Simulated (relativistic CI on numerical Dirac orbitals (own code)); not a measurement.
# Rb³⁺: how the levels respond to the fine-structure constant and the nuclear radius

How sensitive are the low transitions of Rb³⁺ to a change of α? Wanted is q = dE/dx with x = (α/α0)² − 1, and the field-shift factor by the mean square nuclear radius, for the lowest 30 levels.

Method: Dirac-Coulomb-Breit CI, KLI orbitals optimised for each configuration, valence Slater integrals scaled by 0.85, P86 correlation energy added to each configuration, derivatives by finite differences. Code: relativistic CI on numerical Dirac orbitals (own code) version 4.

## 1. The system

* ion: Rb³⁺ (Rb IV)
* nuclear charge: 37
* electrons: 34
* isotope: A = 85
* first configuration: [Ar] 3d10 4s2 4p4

The outer shells:

[Ar] 3d10 4s2 4p4
```
[Ar] core
3d [↑↓][↑↓][↑↓][↑↓][↑↓]
4s [↑↓]
4p [↑↓][↑ ][↑ ]
```

## 2. Levels and derivatives

Settings, as recorded:

```ini
atom Rb  Z=37  charge=3  electrons=34
nucleus A=85  rms_radius_fm=4.2036
hamiltonian dirac-coulomb  breit=on  qed=off  c_scale=1
orbitals kli  potential=per-configuration
slater_scale 0.85
correlation p86
mixing on
configurations
  [Ar] 3d10 4s2 4p4
  [Ar] 3d10 4s 4p5
  [Ar] 3d10 4s2 4p3 4d
  [Ar] 3d10 4p6
  [Ar] 3d10 4s2 4p3 4f
  [Ar] 3d10 4s 4p4 4d
  [Ar] 3d10 4s2 4p3 5s
end
derivatives alpha2 +-0.01 radius +-1%
```

Launch:

```sh
> python run_levels.py task.json out
```

task.json lists these runs, among others, and the program works through them in turn.

Q: Predict the outcome of this session. Wanted: lowest level; largest q in size, lowest 30 levels; largest K in size within the lowest configuration; largest field-shift factor among them.

As calculated:

| quantity | value |
| --- | --- |
| lowest level | 4p4 3P2 |
| largest q in size, lowest 30 levels | 18310 cm⁻¹ (4s 4p5 3P°0) |
| largest K in size within the lowest configuration | 2.31 (4p4 3P1) |
| largest field-shift factor among them | -7.81 GHz/fm² (4s 4p5 3P°2) |

What this shows: Among these levels the largest q belongs to 4s 4p5 3P°0, a change of configuration. The fine-structure partner 3P1 has K = 2.31, away from the 2 of a pure α² interval, since levels mix. K = 2q/E, the relative sensitivity of a level, hangs on the computed energy: between configurations that lie close it can be off by a factor of several. In a near-neutral ion this small CI can misplace whole configurations by 10,000 cm⁻¹ or more.
